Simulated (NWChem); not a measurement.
# One shape, several levels: [CuF2]− (SMILES [F][Cu-][F])

We compute a comparison of 6 runs (HF/3-21G, HF/def2-SVP, BLYP/6-31G, B3LYP/6-31G*, PBE/6-31G**, TPSS/6-31G*) of [CuF2]−. 

The calculation is run with NWChem 7.3.0.

5 further runs of the same task are left out: 3 that didn't finish, 2 set aside as unsound or not needed.

## 1. The structure to begin with

[CuF2]− has 3 atoms, charge -1, and is taken as a singlet. SMILES: `[F][Cu-][F]`. The shape comes from GFN2-xTB, which is rough for such elements, and wasn't checked as a minimum.

Bond lengths: Cu1–F2 1.762 Å, Cu1–F3 1.762 Å. Angles: F2–Cu1–F3 180.0°.

## 2. Energy and forces at HF/3-21G (run 1)

Contents of cuf2.nw:

```
START cuf2
TITLE "CuF2"
memory total 2200 mb
charge -1
GEOMETRY units angstroms noautosym nocenter noautoz
 Cu   -0.000140   -0.000080   -0.000110
 F    -0.017000   -0.021070    1.761660
 F     0.017140    0.021150   -1.761550
END
BASIS "ao basis" spherical bse
 Cu library 3-21G
 F library 3-21G
END
SCF
 thresh 1e-08
 maxiter 80
END
TASK scf gradient
```

Command:

```bash
nwchem cuf2.nw > cuf2.out
```

Standard output:

```text
[...]
  functions       =    45
[...]
  wavefunction    = RHF
[...]
         Total SCF energy =  -1828.639530926862
      One-electron energy =  -2907.067839038377
      Two-electron energy =    909.476209657600
 Nuclear repulsion energy =    168.952098453915
        Time for solution =      5.8s
[...]
                         RHF ENERGY GRADIENTS
    atom               coordinates                        gradient
                 x          y          z           x          y          z
   1 Cu     -0.000265  -0.000151  -0.000208   -0.000019  -0.000010  -0.000111
   2 F      -0.032125  -0.039817   3.329055   -0.000406  -0.000509   0.042919
   3 F       0.032390   0.039968  -3.328847    0.000425   0.000519  -0.042809
[...]
```

Run time: 6.9 s. Hardware: 1 thread of Intel Xeon Platinum 8259CL at 2.50GHz (Skylake/Cascade Lake), shared host; peak memory 0.099 GiB.

## 3. Energy and forces at HF/def2-SVP (run 2)

Contents of cuf2.nw:

```
start cuf2
memory total 2200 mb
charge -1

geometry noautosym nocenter noautoz
Cu   -0.000140   -0.000080   -0.000110
F    -0.017000   -0.021070    1.761660
F     0.017140    0.021150   -1.761550
end

basis spherical bse
Cu library def2-SVP
F library def2-SVP
end

scf
thresh 1e-08
maxiter 80
end

task scf gradient
```

Command:

```bash
nwchem cuf2.nw > cuf2.out
```

Standard output:

```text
[...]
  functions       =    59
[...]
  wavefunction    = RHF
[...]
         Total SCF energy =  -1837.478826942735
      One-electron energy =  -2919.313599523592
      Two-electron energy =    912.882674126942
 Nuclear repulsion energy =    168.952098453915
        Time for solution =     15.0s
[...]
                         RHF ENERGY GRADIENTS
    atom               coordinates                        gradient
                 x          y          z           x          y          z
   1 Cu     -0.000265  -0.000151  -0.000208   -0.000005  -0.000002  -0.000144
   2 F      -0.032125  -0.039817   3.329055    0.000253   0.000311  -0.025801
   3 F       0.032390   0.039968  -3.328847   -0.000248  -0.000309   0.025945
[...]
```

Wall time 18 s (1 thread of Intel Xeon Platinum 8259CL at 2.50GHz (Skylake/Cascade Lake), shared host); peak memory 0.1 GiB.

Run 3 isn't shown in full; the table further down has it.

## 4. Energy and gradient at B3LYP/6-31G(d) (spherical functions) (run 4)

Contents of run.py:

```python
from ase import Atoms
from ase.calculators.nwchem import NWChem

system = Atoms(['Cu', 'F', 'F'], positions=[
    [-0.000140, -0.000080, -0.000110],
    [-0.017000, -0.021070, 1.761660],
    [0.017140, 0.021150, -1.761550],
])

calc = NWChem(
    label='cuf2',
    theory='dft',
    memory='2200 mb',
    basis='6-31G*',
    basispar='spherical bse',
    charge=-1,
    dft={'xc': 'b3lyp', 'mult': '1', 'grid': 'xfine', 'convergence': 'energy 1e-08', 'iterations': '100', 'mulliken': None},
)
system.calc = calc

forces = system.get_forces()
print(f"energy = {system.get_potential_energy():.6f} eV")
print("forces (eV/A):")
for s, f in zip(system.symbols, forces):
    print(f"{s:2s} {f[0]:10.5f} {f[1]:10.5f} {f[2]:10.5f}")
print("dipole (e A):", system.get_dipole_moment().round(4))
```

Command:

```bash
export ASE_NWCHEM_COMMAND="nwchem PREFIX.nwi > PREFIX.nwo"
python run.py
```

Standard output:

```text
energy = -50069.881270 eV
forces (eV/A):
Cu    0.00062    0.00031    0.00602
F     0.00607    0.00771   -0.66077
F    -0.00668   -0.00802    0.65476
dipole (e A): [ 0.      0.     -0.0002]
```

The calculator wrote cuf2.nwi:

```
title "cuf2"

permanent_dir cuf2

scratch_dir cuf2

start cuf2

geometry units angstrom nocenter noautosym noautoz
  Cu -1.3999999999999999e-04 -8.0000000000000007e-05 -1.1000000000000000e-04
  F  -1.7000000000000001e-02 -2.1069999999999998e-02 1.7616600000000000e+00
  F  1.7139999999999999e-02 2.1149999999999999e-02 -1.7615499999999999e+00
end

charge -1

memory 2200 mb

basis spherical bse noprint
   * library 6-31G*
end

dft
  xc b3lyp
  mult 1
  grid xfine
  convergence energy 1e-08
  iterations 100
  mulliken
end

task dft gradient
```

cuf2.nwo:

```text
Northwest Computational Chemistry Package (NWChem) 7.3.0
             --------------------------------------------------------

           Job information
           ---------------

    nwchem branch   = 7.3.0
    use scalapack   = T
    input           = cuf2.nwi
    prefix          = cuf2.
    data base       = cuf2/cuf2.db
    status          = startup
    nproc           =        1

           Memory information
           ------------------

    heap     =     72089594 doubles =      550.0 Mbytes
    stack    =     72089599 doubles =      550.0 Mbytes
    global   =    144179200 doubles =     1100.0 Mbytes (distinct from heap & stack)
    total    =    288358393 doubles =     2200.0 Mbytes
    verify   = yes
    hardfail = no

[... 85 lines left out ...]
  convergence criterion.
[... 39 lines left out ...]
          Spatial weights used:  Erf1
[... 83 lines left out ...]
         Total DFT energy =    -1840.034213066008
[... 3 lines left out ...]
 Nuclear repulsion energy =      168.952098453915
[... 510 lines left out ...]
          Convergence on gradient requested:  5.00D-04
[... 26 lines left out ...]
          total energy or number of iterations.
[... 21 lines left out ...]
                                       cuf2

  charge          =  -1.00
  wavefunction    = closed shell

                         DFT ENERGY GRADIENTS

    atom               coordinates                        gradient
                 x          y          z           x          y          z
   1 Cu     -0.000265  -0.000151  -0.000208   -0.000012  -0.000006  -0.000117
   2 F      -0.032125  -0.039817   3.329055   -0.000118  -0.000150   0.012850
   3 F       0.032390   0.039968  -3.328847    0.000130   0.000156  -0.012733

                 ----------------------------------------
                 |  Time  |  1-e(secs)   |  2-e(secs)   |
                 ----------------------------------------
                 |  CPU   |       0.00   |       3.03   |
                 ----------------------------------------
                 |  WALL  |       0.00   |       3.03   |
                 ----------------------------------------

 Task  times  cpu:       20.1s     wall:       20.1s
 Total times  cpu:       20.1s     wall:       20.1s
```

Run time: 21 s. Hardware: 1 thread of Intel Xeon Platinum 8259CL at 2.50GHz (Skylake/Cascade Lake), shared host; peak memory 0.13 GiB.

Run 5 isn't shown in full; the table further down has it.

## 5. Energy and forces at TPSS/6-31G(d) (spherical functions) (run 6)

Contents of m1.nw:

```
start m1
memory total 2200 mb
charge -1
geometry units bohr noautosym nocenter noautoz
 Cu -0.00026456 -0.00015118 -0.00020787
 F  -0.03212534 -0.03981653  3.32905492
 F   0.03238991  0.03996771 -3.32884705
end
basis spherical bse
 * library 6-31G*
end
dft
 xc xtpss03 ctpss03
 grid xfine
 convergence energy 1e-08
 maxiter 100
 mulliken
end
task dft gradient
```

Command:

```bash
nwchem m1.nw > m1.out
```

Standard output:

```text
[...]
          Wavefunction type:  closed shell.
          No. of atoms     :     3
          No. of electrons :    48
[...]
          Charge           :    -1
          Spin multiplicity:     1
[...]
          AO basis - number of functions:    62
[...]
              XC Information
              --------------
                  TPSS metaGGA Exchange Functional  1.000
             TPSS03 metaGGA Correlation Functional  1.000
[...]
 d= 0,ls=0.0,diis     1  -1839.3680710577 -2.01D+03  5.78D-02  1.16D+01     2.6
[...]
 d= 0,ls=0.0,diis    12  -1840.0222141659 -4.18D-09  9.13D-07  3.02D-09    22.5
         Total DFT energy =    -1840.022214165922
      One electron energy =    -2916.044150306876
           Coulomb energy =      995.560641329937
    Exchange-Corr. energy =      -88.490791720780
 Nuclear repulsion energy =      168.952086531796
[...]
      Total Density - Mulliken Population Analysis
     ---------------------------------------------
    Atom       Charge   Shell Charges
 -----------   ------   -------------------------------------------------------
    1 Cu  29    28.94   2.00  2.00  6.00  2.00  6.00  0.59  0.30  0.54  0.22  6.14  3.15  0.01
    2 F    9     9.53   2.00  0.92  3.28  1.04  2.28  0.01
    3 F    9     9.53   2.00  0.92  3.28  1.04  2.28  0.01
[...]
  wavefunction    = closed shell
                         DFT ENERGY GRADIENTS
    atom               coordinates                        gradient
                 x          y          z           x          y          z
   1 Cu     -0.000265  -0.000151  -0.000208   -0.000011  -0.000005  -0.000112
   2 F      -0.032125  -0.039817   3.329055   -0.000125  -0.000158   0.013479
   3 F       0.032390   0.039968  -3.328847    0.000135   0.000164  -0.013366
[...]
```

Run time: 28 s. Hardware: 1 thread of Intel Xeon Platinum 8259CL at 2.50GHz (Skylake/Cascade Lake), shared host; peak memory 0.13 GiB.

## 6. The series

| run | level | iteration cap | module | energy (Eh) | HOMO energy (eV) | LUMO energy (eV) | HOMO–LUMO gap (eV) | wall time |
| --- | --- | --- | --- | --- | --- | --- | --- | --- |
| 1 | HF/3-21G | 80 | scf | -1828.639531 | -1.57 | 6.76 | 8.34 | 6.9 s |
| 2 | HF/def2-SVP | 80 | scf | -1837.478827 | -3.79 | 6.57 | 10.36 | 18 s |
| 3 | BLYP/6-31G | 100 | dft | -1840.043657 | 2.45 | 4.86 | 2.40 | 16 s |
| 4 | B3LYP/6-31G* (spherical functions) | 100 | dft | -1840.034213 | 0.50 | 5.47 | 4.97 | 21 s |
| 5 | PBE/6-31G** (spherical functions) | 100 | dft | -1839.547556 | 2.51 | 4.96 | 2.45 | 26 s |
| 6 | TPSS/6-31G* (spherical functions) | 100 | dft | -1840.022214 | 2.55 | 5.18 | 2.63 | 28 s |

## 7. Outcome

| quantity | value |
| --- | --- |
| run 6: total energy | -1840.02221 Eh |
| run 6: HOMO energy | 2.55 eV |
| run 6: LUMO energy | 5.18 eV |
| run 6: HOMO–LUMO gap (to an unbound level, set by the basis) | 2.63 eV |
| run 6: largest force on an atom | 0.693 eV/Å |

What this shows: The HOMO–LUMO gap runs from 2.40 eV (BLYP/6-31G) to 10.36 eV (HF/def2-SVP). The two ends differ in method and basis. The empty levels of an anion lie above zero and hang on the basis. Totals of different functionals can't be ranked against each other. In runs 3, 4, 5, 6 the HOMO lies above zero, so the outermost electron may be held by the basis alone. All runs together took 1.9 min, the longest 28 s.
